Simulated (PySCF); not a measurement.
# KF: magnetic properties

An exercise on one series of results from a longer session: the logs are not shown, and one member is left open.

Programs: PySCF 2.14.0, with routines of our own; each step states its level. All values are computed. Atoms count from 0.

### The starting structure

2 atoms, charge 0, multiplicity 1; geometry from: GFN2-xTB.

Set-up of the first run:

The job: settings as JSON, then the geometry in Å.

```
{"job": {"xc": "PBE0", "basis": "def2-SVP", "d3": "d3bj", "grid": 1, "kind": "geom"}, "charge": 0, "multiplicity": 1}
F      1.012542    -0.002607    -0.003184
K     -1.009786     0.003875    -0.010965
```

Started as:

```
$ OMP_NUM_THREADS=1 python excited_run.py task.json out
```

One launch serves the whole session: the jobs run in the order shown.

Among the steps run: Relaxing the molecule at PBE0-D3(BJ)/def2-SVP; Magnetic properties: GIAO HF/aug-pcSseg-2; Magnetic properties: GIAO LDA/aug-pcSseg-2; Magnetic properties: GIAO PBE/aug-pcSseg-2; Magnetic properties: GIAO BLYP/aug-pcSseg-2; Magnetic properties: GIAO BP86/aug-pcSseg-2; Magnetic properties: GIAO OPBE/aug-pcSseg-2; Magnetic properties: GIAO OLYP/aug-pcSseg-2; Magnetic properties: GIAO KT1/aug-pcSseg-2; Magnetic properties: GIAO KT2/aug-pcSseg-2; Magnetic properties: GIAO KT3/aug-pcSseg-2; Magnetic properties: GIAO B97-D/aug-pcSseg-2; Magnetic properties: GIAO HCTH407/aug-pcSseg-2.

One table of the session follows, with a row left open; its other results are not shown here.

| level | gap (eV) |
| --- | --- |
| GIAO HF/aug-pcSseg-2 | 11.26 |
| GIAO LDA/aug-pcSseg-2 | 3.84 |
| GIAO PBE/aug-pcSseg-2 | 3.50 |
| GIAO BLYP/aug-pcSseg-2 | 3.34 |
| GIAO BP86/aug-pcSseg-2 | 3.75 |
| GIAO OPBE/aug-pcSseg-2 | 3.18 |
| GIAO OLYP/aug-pcSseg-2 | 2.88 |
| GIAO KT1/aug-pcSseg-2 | ? |
| GIAO KT2/aug-pcSseg-2 | 3.79 |
| GIAO KT3/aug-pcSseg-2 | 3.30 |
| GIAO B97-D/aug-pcSseg-2 | 3.58 |
| GIAO HCTH407/aug-pcSseg-2 | 3.59 |

Estimate the missing values for GIAO KT1/aug-pcSseg-2.

**Answer.** gap (eV): 3.67. In the column «gap (eV)» it lies between GIAO HCTH407/aug-pcSseg-2 (3.59) and GIAO BP86/aug-pcSseg-2 (3.75).

Caveats from the session: Vibrational averaging and real surroundings are missing from these values.
